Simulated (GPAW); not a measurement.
A run of GPAW 26.7.0 is set up as follows.

Contents of run.py:

```python
import numpy as np
from ase.dft.bandgap import bandgap
from ase.io import read, write
from ase.units import GPa
from gpaw import GPAW, PW
from gpaw.spinorbit import soc_eigenstates

atoms = read('AlSn.xyz')

calc = GPAW(mode=PW(600),
            xc='MGGA_X_TASK+LDA_C_PW',
            kpts={'size': (6, 6, 7), 'gamma': True},
            occupations={'name': 'fermi-dirac', 'width': 0.05},
            nbands=17,
            convergence={'density': 1e-05, 'energy': 1e-05},
            maxiter=150,
            txt='gpaw.txt')
atoms.calc = calc
energy = atoms.get_potential_energy()
forces = atoms.get_forces()
stress = atoms.get_stress()
calc.write('gs.gpw')
write('result.traj', atoms)
print(f'Energy: {energy:.6f} eV')
print('Forces (eV/A):')
print(forces.round(4))
print('Stress (GPa):', (stress / GPa).round(3))
print('Fermi level:', round(calc.get_fermi_level(), 4), 'eV')
print(f'Gap: {bandgap(calc)[0]:.4f} eV, direct: {bandgap(calc, direct=True)[0]:.4f} eV')

path = atoms.cell.bandpath('GMKGALHA,LM,KH', npoints=100, eps=1e-4)
bs_calc = calc.fixed_density(kpts=path, symmetry='off', nbands=29,
                             convergence={'bands': 'CBM+6.0', 'eigenstates': 1e-6}, txt='bands.txt')
bs = bs_calc.band_structure()
bs.write('bs.json')
print(f'Gap on the path: {bandgap(bs_calc)[0]:.4f} eV')

soc = soc_eigenstates(bs_calc, theta=90, phi=45, ignore_xc_potential=True)
np.savetxt('soc_bands.dat', soc.eigenvalues(), fmt='%.4f')
mesh = soc_eigenstates('gs.gpw', theta=90, phi=45, ignore_xc_potential=True)
np.savetxt('soc_mesh.dat', mesh.eigenvalues(), fmt='%.4f')
print('Fermi level with spin-orbit coupling:', round(mesh.fermi_level, 4), 'eV')
```

Contents of AlSn.xyz:

```xyz
2
Lattice="4.1981056157 0.0000000000 0.0000000000 -2.0990528078 3.6356661109 0.0000000000 0.0000000000 0.0000000000 3.3068470000" Properties=species:S:1:pos:R:3 pbc="T T T"
Sn    -0.0000000002      2.4237774074      1.6534235000
Al     0.0000000000      0.0000000000      0.0000000000
```

Potentials or basis: GPAW PAW data sets (gpaw-data 1.2.1), pw.

The run is started by

```sh
$ OMP_NUM_THREADS=1 python run.py
```

Task: Estimate the pressure.

Result: 1.1 GPa.

Task: Predict the band gap along the path.

Result: None (metal or under the smearing width).

Stress tensor (GPa, compression positive):
```
 3.31  0.00  0.00
 0.00  3.31  0.00
 0.00  0.00 -3.44
```

Caveat: spin-orbit coupling was added after a scalar SCF, so levels and gaps hold it while energy, forces, pressure and moments don't; this program's spin-orbit splittings come out too wide for heavy elements; the PAW data sets were made with another functional, which shifts forces and pressure a little.
